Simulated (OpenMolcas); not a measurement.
# Tc⁵⁺ among point charges: CASSCF and CASPT2 levels and susceptibility

Aim: the splitting of the states of Tc⁵⁺ in the field of 6 point charges, its lowest levels with spin-orbit coupling and its magnetic susceptibility.

The numbers are computed with OpenMolcas 26.06 (state-averaged CASSCF and CASPT2, spin-orbit coupling by RASSI with atomic mean-field integrals), except any that are marked as measured or tabulated.

## 1. The atom as given

```
Species                           : Tc⁵⁺ (technetium, Z = 43, 38 electrons)
Basis                             : ANO-RCC-VTZP [7s6p4d2f1g], 68 functions
Scalar Hamiltonian                : DKH2, point nucleus
Inactive shells                   : 1s 2s 2p 3s 3p 3d 4s 4p
Active space                      : 2 electrons in 5 orbitals (4d)
Some configurations of this space : 4d²
Orbitals                          : optimised for each spin and parity, averaged over all roots
```

Outer shells as boxes (Hund's rule):

4d2
```
4d [↑ ][↑ ][  ][  ][  ]
```

The ion sits among 6 point charges of -1.7 e arranged as a tetragonal octahedron (D4h), 2.12 Å from the ion, with the axial distance 1.972 Å.

Each step is its own input file, run in one work folder so that later steps find the files of earlier ones. Labels, J, g values, rates, χT and fits are worked out afterwards by a script from the matrices that RASSI stores. The input lists half of the charges; inversion (Group=XYZ) makes the rest.

## 2. One- and two-electron integrals

Input file a.inp:

```
&GATEWAY
Coord
1

Tc 0.0 0.0 0.0
Basis=ANO-RCC-VTZP
Group=XYZ
NoMove
AngMom=0.0 0.0 0.0
AMFI
XField
3 Angstrom 0
2.120000 0.000000 0.000000 -1.700000
0.000000 2.120000 0.000000 -1.700000
0.000000 0.000000 1.971600 -1.700000
&SEWARD
```

Launch:

```
$ OMP_NUM_THREADS=1 MOLCAS_MEM=1689 MOLCAS_PROJECT=a pymolcas a.inp > a.log
```

## 3. Reference wave functions, triplets of even parity, 10 roots

Input file a.inp:

```
&RASSCF
FileOrb=start.orb
Symmetry=1
Spin=3
nActEl=2 0 0
Inactive=9 9
Ras2=5 0
CIRoot=10 10 1
SDav=10
CIMx=300
Iter=120 100
PrWF=0.3
OrbListing=Nothing
MaxOrb=0
>>> COPY $Project.JobIph JOB001
```

start.orb holds the contracted functions of the basis, ordered by shell, or the orbitals of the step before.

## 4. Reference wave functions, singlets of even parity, 15 roots

Input file a.inp:

```
&RASSCF
FileOrb=start.orb
Symmetry=1
Spin=1
nActEl=2 0 0
Inactive=9 9
Ras2=5 0
CIRoot=15 15 1
SDav=15
CIMx=300
Iter=120 100
PrWF=0.3
OrbListing=Nothing
MaxOrb=0
>>> COPY $Project.JobIph JOB002
```

## 5. State interaction with spin-orbit coupling

Input file a.inp:

```
&RASSI
NrOfJobIphs=2 10 15
1 2 3 4 5 6 7 8 9 10
1 2 3 4 5 6 7 8 9 10 11 12 13 14 15
IphNames
JOB001
JOB002
EJob
SpinOrbit
DIPRint=1.0
SOCoupling=1000.0
Subsets=2
Property=9
'ANGMOM' 1 'ANGMOM' 2 'ANGMOM' 3 'MLTPL  1' 1 'MLTPL  1' 2 'MLTPL  1' 3
'AMFI' 1 'AMFI' 2 'AMFI' 3
SOProperty=3
'ANGMOM' 1 'ANGMOM' 2 'ANGMOM' 3
```

## 6. CASPT2: IPEA 0.25, imaginary shift 0.1 (closed shells correlated: 4s 4p)

Input file a.inp:

```
>>> COPY JOB001 $Project.JobIph
&CASPT2
Multistate=10 1 2 3 4 5 6 7 8 9 10
NoMult
Frozen=8 6
IPEA=0.25
Imaginary=0.1
MaxIter=60
WThr=0.0 0.3 0.05
PrWF=0.5
NoMix
>>> COPY JOB002 $Project.JobIph
&CASPT2
Multistate=15 1 2 3 4 5 6 7 8 9 10 11 12 13 14 15
NoMult
Frozen=8 6
IPEA=0.25
Imaginary=0.1
MaxIter=60
WThr=0.0 0.3 0.05
PrWF=0.5
NoMix
```

(Steps that only read results are left out.)

**Question.** What will these runs give? Wanted: spin-free ground state; first state of the same spin within the active space; lowest level; next level.

**Answer**, as computed:

```
                                            quantity                                                                        value
                                              method  SS-CASPT2, IPEA 0.25, imaginary shift 0.1 (closed shells correlated: 4s 4p)
                              spin-free ground state                                               3E, 2-fold in its orbital part
first state of the same spin within the active space                                                              3A2 at 975 cm⁻¹
                                        lowest level                                                                    1-fold B1
                                          next level                                                                   261.5 cm⁻¹
                                         χT at 300 K                                                               0.15 cm³ K/mol
                           effective moment at 300 K                                                                      1.09 μB
```

Cost by method:

```csv
method,time of its own steps,time with the reference
A. CASSCF,4.7 s,4.7 s
"B. SS-CASPT2, IPEA 0.25, imaginary shift 0.1, +4s 4p",2.6 s,7.3 s
```

Times are of one thread on a shared host.

**Reading.** The spin-free ground state (3E) comes to 98 % from free-ion F terms and keeps the highest spin of the shell. χT at 300 K is 0.15, against 1.00 cm³ K/mol for the spin alone, so spin-orbit coupling lowers it. The field of point charges can differ much from that of real complexes. This is an electrostatic model: the charges have no orbitals.
